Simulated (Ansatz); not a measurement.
# ZnGe2N3: the cost of one run

Computed with Ansatz 0.2.0 (DFT PBE, scalar-relativistic, plane waves, PAW, unless a step's input says otherwise).

### 1 The system as given

Symmetry: P-4m2, No. 115, tetragonal system. The conventional cell has a = 4.066 Å, b = 4.066 Å, c = 5.790 Å, α = 90.00°, β = 90.00°, γ = 90.00°. Zn (site symmetry -4m2) is surrounded by 4 Ge at 2.44 Å and 6 N at 2.88 to 2.90 Å. Ge (site symmetry 2mm) is surrounded by 2 Zn at 2.44 Å and 6 N at 2.44 to 2.56 Å. N (site symmetry -4m2) has 4 Ge at 2.56 Å as nearest neighbours. N (site symmetry -4m2) is surrounded by 4 Ge at 2.56 Å and 2 Zn at 2.90 Å. N (site symmetry -4m2) is surrounded by 4 Ge at 2.44 Å.

As a file:

```
Zn Ge N
1.0
     4.06594    0.00000    0.00000
     0.00000    4.06594    0.00000
     0.00000    0.00000    5.79020
Zn Ge N
1 2 3
Cartesian
  0.0000 0.0000 2.8951
  0.0000 2.0330 1.5513
  2.0330 0.0000 4.2389
  2.0330 2.0330 0.0000
  0.0000 0.0000 0.0000
  2.0330 2.0330 2.8951
```

Recipe of the guess: species swapped into a database cell of Li3MnAs2 (P-4m2, No. 115), with N on the Li sites, Zn on the Mn sites and Ge on the As sites. The dimensions are guesses.

### 2 Probe: one point on a coarse mesh

Input file input.yaml:

```yaml
crystal:
  lattice:
    - [4.06593985, 0.0, 0.0]
    - [0.0, 4.06593985, 0.0]
    - [0.0, 0.0, 5.790201]
  atoms:
    - { symbol: Zn, position: [0.0, 0.0, 0.5] }
    - { symbol: Ge, position: [0.0, 0.5, 0.26791] }
    - { symbol: Ge, position: [0.5, 0.0, 0.73209] }
    - { symbol: "N", position: [0.5, 0.5, 0.0] }
    - { symbol: "N", position: [0.0, 0.0, 0.0] }
    - { symbol: "N", position: [0.5, 0.5, 0.5] }
basis:
  ecutwfc: 420
kpoints:
  mp_grid: { grid: [4, 4, 4] }
hamiltonian:
  xc: pbe
scf:
  occupations: { method: gaussian, width: 0.1 }
  lower_state_search: "off"
output:
  forces: true
  stress: true
  eigenvalues: true
```

Started as:

```sh
> ansatz run input.yaml --threads 1 --pin off --max-ram 2560MiB --backend cpu --events-out ev --progress --plain --runs-dir out
```

**Question.** How long does this run take on 1 thread of Intel Xeon 6975P-C (Granite Rapids), shared host, and how much memory does it need?

About 2.8 s, with a peak of 0.39 GiB.
